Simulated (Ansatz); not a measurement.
Crystal: NiMoIrPdW.

```
Ni Mo Pd Ir W
1.0
     2.77085    0.00000    0.00000
    -1.38543    2.39963    0.00000
     0.00000    0.00000   22.01961
Ni Mo Pd Ir W
2 2 2 2 2
Direct
  0.33333 0.66667 0.85081
  0.66667 0.33333 0.14919
  0.66667 0.33333 0.76059
  0.33333 0.66667 0.23941
  0.33333 0.66667 0.05329
  0.66667 0.33333 0.94671
  0.33333 0.66667 0.65827
  0.66667 0.33333 0.34173
  0.33333 0.66667 0.44418
  0.66667 0.33333 0.55582
```

The cell was built by a generator and needn't be a form met in nature.

| Item | Value |
| --- | --- |
| Program | Ansatz 0.2.0 |
| Task | relaxation of cell and atoms |
| Functional | r2SCAN |
| Potentials or basis | Ansatz PAW |
| Cutoff | 500 eV (not typed: the program's choice for these potentials) |
| k mesh | 8 × 8 × 1 |
| Occupations | fermi-dirac, width 0.05 eV |
| Spin | collinear spin, ferromagnetic start |
| Starting moments | [1.0, 1.0, 1.0, 1.0, 0.0, 0.0, 0.6, 0.6, 0.0, 0.0] μB |

At the start: volume 14.64 Å³/atom.

Question: How do energy, volume and symmetry change on relaxing?

Answer: It ends after 5 steps and the volume is 14.34 Å³/atom (-2.1 %); space group P-3m1 (No. 164, to 0.05 Å); moment 0.76 μB per cell.

Step by step:
| step | energy change (eV) | largest force (eV/Å) | volume (Å³) |
| --- | --- | --- | --- |
| 1 | 0.0000 | 0.1289 | 146.41 |
| 2 | -0.0531 | 0.0625 | 143.63 |
| 3 | -0.0546 | 0.0260 | 143.33 |
| 4 | -0.0547 | 0.0096 | 143.35 |
| 5 | -0.0520 | 0.0096 | 143.35 |

Final structure:
```xyz
10
Lattice="2.7525 0.0000 0.0000 -1.3762 2.3837 0.0000 0.0000 0.0000 21.8487" Properties=species:S:1:pos:R:3 pbc="T T T"
Ni    0.0000    1.5891   18.6141
Ni    1.3762    0.7946    3.2346
Mo    1.3762    0.7946   16.6373
Mo    0.0000    1.5891    5.2114
Pd    0.0000    1.5891    1.1605
Pd    1.3762    0.7946   20.6883
Ir    0.0000    1.5891   14.3916
Ir    1.3762    0.7946    7.4571
W     0.0000    1.5891    9.6981
W     1.3762    0.7946   12.1506
```

Caveat: the magnetic or orbital state may not be the lowest; the plane-wave basis is chosen anew once the cell has moved, so the energies of steps on either side of that aren't comparable; the PAW data sets come from PBE, with cores solved anew for the run's functional, which leaves a small shift of forces and pressure.
